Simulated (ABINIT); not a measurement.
Crystal: Cd2S.

```xyz
3
Lattice="3.9627 0.0000 0.0000 -1.9813 3.4318 0.0000 0.0000 0.0000 5.8092" Properties=species:S:1:pos:R:3 pbc="T T T"
Cd    0.0000    2.2878    5.4183
Cd    1.9813    1.1439    3.3620
S     0.0000    2.2878    2.1245
```

The cell comes from a database or a generator and needn't be the stable form of this composition.

Base run:

```yaml
Program: ABINIT 10.8.3 (patched build)
Functional: PBEsol
Potentials_or_basis: JTH PAW PBE v2.0
Cutoff: 599 eV
k_mesh: 8 × 8 × 5
Occupations: fermi-dirac, width 0.05 eV
Spin: no spin polarisation
```

Its results: band gap on the k mesh 0.23 eV, indirect (least direct gap 0.56 eV); largest force 0.135 eV/Å.

Problem. The run is repeated on the same cell with these changes: functional from PBEsol to r2SCAN; cutoff from 599 eV to 707 eV; fine-grid cutoff from 1197.3 eV to 1306.15 eV. What comes out?

Solution. Band gap on the k mesh 0.30 eV, indirect (least direct gap 0.63 eV); largest force 0.028 eV/Å.

Caveats: the PAW data sets were made with another functional, which shifts forces and pressure a little.

A k mesh can miss the band edges.

Not every run made on this cell is shown here.
